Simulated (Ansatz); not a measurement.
# USVWN5/def2-SVPD run of SiN2H4F (SMILES N[Si](N)F)

What is the energy change on altering one bond length of SiN2H4F at USVWN5/def2-SVPD? 

The calculation is run with Ansatz 0.2.0.

37 further runs of the same task are left out: 37 set aside as unsound or not needed.

## (1) Starting point

SiN2H4F: 8 atoms, total charge 0, spin state doublet. As SMILES, `N[Si](N)F`. The shape is that of a PBE0-D4/def2-TZVP optimisation. This is one conformer, not always the lowest.

Bond lengths: N1–Si2 1.712 Å, Si2–N3 1.701 Å, Si2–F4 1.611 Å, N1–H5 1.008 Å, N1–H6 1.008 Å, N3–H7 1.005 Å, N3–H8 1.009 Å. Angles: N1–Si2–N3 106.6°, N1–Si2–F4 103.4°, N3–Si2–F4 115.9°, Si2–N1–H5 119.3°, Si2–N1–H6 119.1°, Si2–N3–H7 121.7°, Si2–N3–H8 121.3°, H5–N1–H6 111.5°, H7–N3–H8 112.7°.

## (2) The energy at USVWN5/def2-SVPD

The input, run.yaml:

```yaml
basis:
  gaussian: {orbitals: def2-SVPD}
crystal:
  periodic: [false, false, false]
  atoms:
    - symbol: N
      position_ang: [-0.814900, 1.031500, -0.359900]
    - symbol: Si
      position_ang: [0.517200, -0.020700, -0.581300]
    - symbol: N
      position_ang: [0.780300, -0.793300, 0.910700]
    - symbol: F
      position_ang: [0.045300, -0.971200, -1.794000]
    - symbol: H
      position_ang: [-1.331700, 1.348900, -1.165000]
    - symbol: H
      position_ang: [-0.763800, 1.744700, 0.350200]
    - symbol: H
      position_ang: [1.648600, -1.254800, 1.120500]
    - symbol: H
      position_ang: [0.011100, -1.142300, 1.463200]
magnetization: {spin_polarized: true, initial_magnetization: 1}
hamiltonian: {xc: {name: SVWN5}}
accuracy: high
output: {orbitals: {seedname: orbitals}}
```

Launch:

```bash
$ ansatz run run.yaml --threads 1 --pin off --max-ram 3480MiB --events-out events.jsonl --progress --plain --runs-dir runs
```

The log of the run:

```text
Warning: RAYON_NUM_THREADS=1 ignored (pool sized by the plan → 1); use --threads N
Functional definition: SVWN5
  name "SVWN5"
  exchange = slater_x
  correlation = vwn5_c
2421 factors; integrals over basis functions are off by at most 3.4e-9 eV
mean field evaluation 1: about -13546.4362 eV, gradient 6.4e1 eV
mean field evaluation 2: about -13488.5525 eV, gradient 1.2e2 eV
mean field evaluation 4: about -13561.3889 eV, gradient 1.5e1 eV
mean field evaluation 8: about -13562.1534 eV, gradient 3.6e-1 eV
mean field evaluation 16: about -13562.1539 eV, gradient 5.3e-5 eV
mean field -13562.15394362 eV, -498.3999646700 hartree, gradient 9.0e-9 eV, S^2 0.750992; 0 other end points of the search recorded, 0 dependent functions left out
reference -13562.15394738 eV, -498.3999648081 hartree; 21, 20 occupied and 98, 99 virtual orbitals, 2421 factors
Total energy: -13562.15394738 eV, -498.3999648081 hartree
```

Wall time 8.7 s (1 thread of Arm Neoverse V1, shared host); peak memory 0.39 GiB.

## (3) The distorted shape

The input, input.yaml:

```yaml
crystal:
  periodic: [false, false, false]
  atoms:
    - {symbol: N, position_ang: [-0.737365, 0.983880, -0.239111]}
    - {symbol: Si, position_ang: [0.594735, -0.068320, -0.460511]}
    - {symbol: N, position_ang: [0.857835, -0.840920, 1.031489]}
    - {symbol: F, position_ang: [0.122835, -1.018820, -1.673211]}
    - {symbol: H, position_ang: [-1.331700, 1.348900, -1.165000]}
    - {symbol: H, position_ang: [-0.686265, 1.697080, 0.470989]}
    - {symbol: H, position_ang: [1.726135, -1.302420, 1.241289]}
    - {symbol: H, position_ang: [0.088635, -1.189920, 1.583989]}
basis:
  gaussian:
    orbitals: def2-SVPD
magnetization:
  spin_polarized: true
  initial_magnetization: 1
hamiltonian:
  xc: {name: SVWN5}
accuracy: high
output:
  orbitals: {seedname: orbitals}
```

Launch:

```bash
$ ansatz run input.yaml --threads 1 --pin off --max-ram 3480MiB --events-out events.jsonl --progress --plain --runs-dir runs
```

The log of the run:

```text
Warning: RAYON_NUM_THREADS=1 ignored (pool sized by the plan → 1); use --threads N
[... 4 set-up lines as earlier in the session ...]
2431 factors; integrals over basis functions are off by at most 3.6e-9 eV
mean field evaluation 1: about -13546.3703 eV, gradient 6.3e1 eV
mean field evaluation 2: about -13485.7845 eV, gradient 1.2e2 eV
mean field evaluation 4: about -13560.9829 eV, gradient 1.6e1 eV
mean field evaluation 8: about -13561.8524 eV, gradient 1.0e-1 eV
mean field evaluation 16: about -13561.8544 eV, gradient 2.9e-5 eV
mean field -13561.85441975 eV, -498.3889573706 hartree, gradient 8.4e-8 eV, S^2 0.751024; 0 other end points of the search recorded, 0 dependent functions left out
reference -13561.85442353 eV, -498.3889575095 hartree; 21, 20 occupied and 98, 99 virtual orbitals, 2431 factors
Total energy: -13561.85442353 eV, -498.3889575095 hartree
```

Run time: 8.1 s. Hardware: 1 thread of Arm Neoverse V1, shared host; peak memory 0.39 GiB.

## (4) What came out

At USVWN5/def2-SVPD:

| quantity | value |
| --- | --- |
| first shape: total energy | -498.39996 Eh |
| first shape: HOMO energy (highest over α and β) | -4.47 eV |
| first shape: LUMO energy (lowest over α and β) | -3.17 eV |
| first shape: ⟨S²⟩ | 0.751 |
| distorted shape: total energy | -498.38896 Eh |
| distorted shape: HOMO energy (highest over α and β) | -4.43 eV |
| distorted shape: LUMO energy (lowest over α and β) | -3.14 eV |
| distorted shape: ⟨S²⟩ | 0.751 |
| energy change with the N1–H5 bond stretched from 1.008 to 1.159 Å | 0.300 eV |

What this shows: With the N1–H5 bond stretched from 1.008 to 1.159 Å the energy rises by 0.30 eV (6.9 kcal/mol). The first shape isn't relaxed at this level, so the change isn't measured from a minimum.
